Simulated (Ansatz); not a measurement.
# HfH2: the cost of one run

Computed with Ansatz 0.2.0 (DFT LDA, scalar-relativistic, plane waves, PAW, unless a step's input says otherwise).

## Step 1: The system as given

Symmetry: I4/mmm, No. 139, tetragonal system. The conventional cell has a = 3.478 Å, b = 3.478 Å, c = 4.361 Å, α = 90.00°, β = 90.00°, γ = 90.00°. Around Hf (site symmetry 4/mmm) lie 8 H at 2.05 Å. Around H (site symmetry -4m2) lie 4 Hf at 2.05 Å.

As a file:

```cif
data_structure
_symmetry_space_group_name_H-M 'P 1'
_symmetry_Int_Tables_number 1
_cell_length_a 3.2868
_cell_length_b 3.2868
_cell_length_c 3.2868
_cell_angle_alpha 116.112
_cell_angle_beta 116.112
_cell_angle_gamma 96.878
_cell_volume 26.38
loop_
_atom_site_label
_atom_site_type_symbol
_atom_site_fract_x
_atom_site_fract_y
_atom_site_fract_z
_atom_site_occupancy
Hf1 Hf 0.00000 0.00000 0.00000 1
H1 H 0.75000 0.25000 0.50000 1
H2 H 0.25000 0.75000 0.50000 1
```

Source of the structure: the Crystallography Open Database.

(A quick probe on a coarse mesh, which set the mesh and smearing, is not shown.)

## Step 3: A loose first relaxation

File input.yaml:

```yaml
crystal:
  lattice:
    - [-1.739, 1.739, 2.1805]
    - [1.739, -1.739, 2.1805]
    - [1.739, 1.739, -2.1805]
  atoms:
    - { symbol: Hf, position: [0.0, 0.0, 0.0] }
    - { symbol: H, position: [0.75, 0.25, 0.5] }
    - { symbol: H, position: [0.25, 0.75, 0.5] }
basis:
  ecutwfc: 420
kpoints:
  mp_grid: { grid: [8, 8, 8] }
hamiltonian:
  xc: lda
scf:
  occupations: { method: gaussian, width: 0.1 }
output:
  forces: true
  stress: true
  eigenvalues: true
relax:
  adjacent_minimum: "off"
  f_tol: 0.05
  max_steps: 80
  cell: { stress_tol: 0.5 }
```

On the command line:

```sh
> ansatz run input.yaml --threads 1 --pin off --max-ram 2560MiB --backend cpu --events-out ev --progress --plain --runs-dir out
```

Q: Estimate wall time and peak memory on 1 thread of Intel Xeon Platinum 8259CL at 2.50GHz (Skylake/Cascade Lake), shared host.

About 9.3 s, with a peak of 0.36 GiB.
